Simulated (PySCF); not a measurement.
# [TbH2]+: other functionals and bases at one geometry

Aim: see how levels, charges and forces of [TbH2]+ depend on the level of theory. It is a constructed species; whether it can be made isn't addressed.

Method: several levels, as the steps say, no spin–orbit coupling; program: PySCF 2.14.0.

1 further run of the same task is left out (for a known fault of the program).

### Step 1. Starting geometry

3 atoms, charge 1, spin multiplicity 1.

Bond lengths: Tb1–H2 1.917 Å, Tb1–H3 1.917 Å. Angles: H2–Tb1–H3 104.9°.

Coordinates:

```
atom     x (Å)    y (Å)     z (Å)
 Tb1   0.00000  0.00000  -0.19117
  H2   1.51985  0.00000   0.97740
  H3  -1.51985  0.00000   0.97740
```

Formal oxidation states: Tb +3. Each metal's 8 4f electrons lie in its core potential, so multiplicities, spins and levels count the valence alone. An earlier session relaxed this geometry at PBE0, Tb lcecp-1-SVP with ECP54, H def2-SVP (singlet, point group C2v).

At PBE0 on the finer grid: E = -37.351785 Eh, HOMO -12.76 eV, LUMO -7.80 eV, Mulliken charge on Tb1 +1.23 e, largest force component 0.003 eV/Å. 

Levels to run: revPBE; BP86; PBE0, TZVP. Hardware: 2 threads of Arm Neoverse V1, shared host.

### Step 2. revPBE

run.py (the lines that set the calculation) reads:

```python
mol = gto.M(atom='''
Tb     0.00000     0.00000    -0.19117
H      1.51985     0.00000     0.97740
H     -1.51985     0.00000     0.97740''',
    basis={'Tb': 'lcecp-1-SVP', 'H': 'def2-SVP'},
    ecp={'Tb': 'lcecp-1-SVP'},
    charge=1, spin=0)
mf = dft.RKS(mol, xc='PBE_R,PBE')
mf.grids.atom_grid = (75, 302)  # f atoms: unpruned, at least (60, 302)
mf = mf.density_fit()  # fitting sets: Tb AutoAux, H def2-universal-JKFIT
mf.conv_tol = 1e-08; mf.max_cycle = 55
mf.kernel(dm0)  # dm0: the density of the relaxed state
```

Command:

```bash
$ OMP_NUM_THREADS=2 python run.py
```

### Step 3. BP86

Changes to run.py (the lines that set the calculation) since step 2:

```diff
@@ -7,3 +7,3 @@
     charge=1, spin=0)
-mf = dft.RKS(mol, xc='PBE_R,PBE')
+mf = dft.RKS(mol, xc='B88,P86')
 mf.grids.atom_grid = (75, 302)  # f atoms: unpruned, at least (60, 302)
```

### Step 4. PBE0, TZVP

Basis: Tb lcecp-1-TZVP with ECP54, H def2-TZVP. 

run.py (the lines that set the calculation) reads:

```python
mol = gto.M(atom='''
Tb     0.00000     0.00000    -0.19117
H      1.51985     0.00000     0.97740
H     -1.51985     0.00000     0.97740''',
    basis={'Tb': 'lcecp-1-TZVP', 'H': 'def2-TZVP'},
    ecp={'Tb': 'lcecp-1-TZVP'},
    charge=1, spin=0)
mf = dft.RKS(mol, xc='PBE0')
mf.grids.atom_grid = (75, 302)  # f atoms: unpruned, at least (60, 302)
mf = mf.density_fit()  # fitting sets: Tb AutoAux, H def2-universal-JKFIT
mf.conv_tol = 1e-08; mf.max_cycle = 55
mf.kernel(dm0)  # dm0: free metal ions and neutral atoms
```

What does the calculation give? Wanted: for each run, HOMO; gap; charge on Tb1; dipole; largest force.

As calculated:

| level | state | HOMO (eV) | gap (eV) | charge on Tb1 (e) | dipole (D) | largest force (eV/Å) | basis functions | time |
| --- | --- | --- | --- | --- | --- | --- | --- | --- |
| PBE0 (relaxed here) | singlet | -12.76 | 4.96 | 1.23 | 4.36 | 0.00 | 43 | 1.8 s |
| revPBE | singlet | -11.60 | 2.96 | 1.17 | 4.00 | 0.18 | 43 | 1 s |
| BP86 | singlet | -11.73 | 3.18 | 1.17 | 3.97 | 0.18 | 43 | 1 s |
| PBE0, TZVP | singlet | -12.75 | 4.98 | 1.31 | 4.44 | 0.07 | 59 | 3.5 s |

Times are on 2 threads of Arm Neoverse V1, shared host; the first row also made further properties. The dipole of a charged species depends on the origin, so these sizes hold for this origin alone.

In one basis the HOMO–LUMO gap runs from 2.96 eV (revPBE) to 4.96 eV (PBE0). The largest leftover force, 0.18 eV/Å with BP86, stands at a geometry relaxed at another level. The Mulliken charge on Tb spans +1.17 to +1.31 e over the levels. With 4f in the core, its levels are missing from HOMO and gap. Total energies of different levels can't be compared. Spin–orbit coupling is left out throughout.
